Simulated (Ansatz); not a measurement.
Crystal: CsLiCr2Te2S3.

```
Cs Li Cr Te S
1.0
     3.60358    0.00000    0.00000
    -1.80179    3.12079    0.00000
     0.00000    0.00000   19.06651
Cs Li Cr Te S
1 1 2 2 3
Cartesian
  0.0000 0.0000 7.1307
  1.8018 1.0403 0.3064
  0.0000 0.0000 16.5187
  0.0000 2.0805 3.2095
  0.0000 2.0805 10.2751
  1.8018 1.0403 14.7338
  0.0000 0.0000 1.9124
  0.0000 2.0805 17.7166
  1.8018 1.0403 4.4631
```

The cell was built by a generator and needn't be a form met in nature.

Base run:

```yaml
Program: Ansatz 0.2.0
Functional: PBE
Potentials_or_basis: Ansatz PAW
Cutoff: "420 eV (not typed: the program's choice for these potentials)"
k_mesh: 9 × 9 × 2
Occupations: fermi-dirac, width 0.05 eV
Spin: collinear spin, ferromagnetic start
Starting_moments: "[0.0, 0.0, 3.0, 3.0, 0.0, 0.0, 0.0, 0.0, 0.0] μB"
```

Its results: band gap on the k mesh none (metal or under the smearing width); pressure 0.0 GPa; net moment 5.64 μB per cell; site moments Cs +0.00; Li -0.01; Cr +2.58, +2.74; Te -0.01, -0.15; S -0.05, -0.06 μB; largest force 0.033 eV/Å.

Question: The run is repeated on the same cell with these changes: functional from PBE to PBEsol. What comes out?

Answer: Band gap on the k mesh none (metal or under the smearing width); pressure -2.9 GPa; net moment 5.64 μB per cell; site moments Cs +0.00; Li -0.01; Cr +2.58, +2.74; Te -0.01, -0.15; S -0.05, -0.06 μB; largest force 0.337 eV/Å.

PBEsol binds more tightly than PBE, so the same cell stands under less pressure.

Caveats: only a ferromagnetic start was run, and an antiferromagnetic order may lie lower in energy; spin-orbit coupling is left out, which moves the levels of the heavy elements (some runs); the PAW data sets come from PBE, with cores solved anew for the run's functional, which leaves a small shift of forces and pressure (some runs).
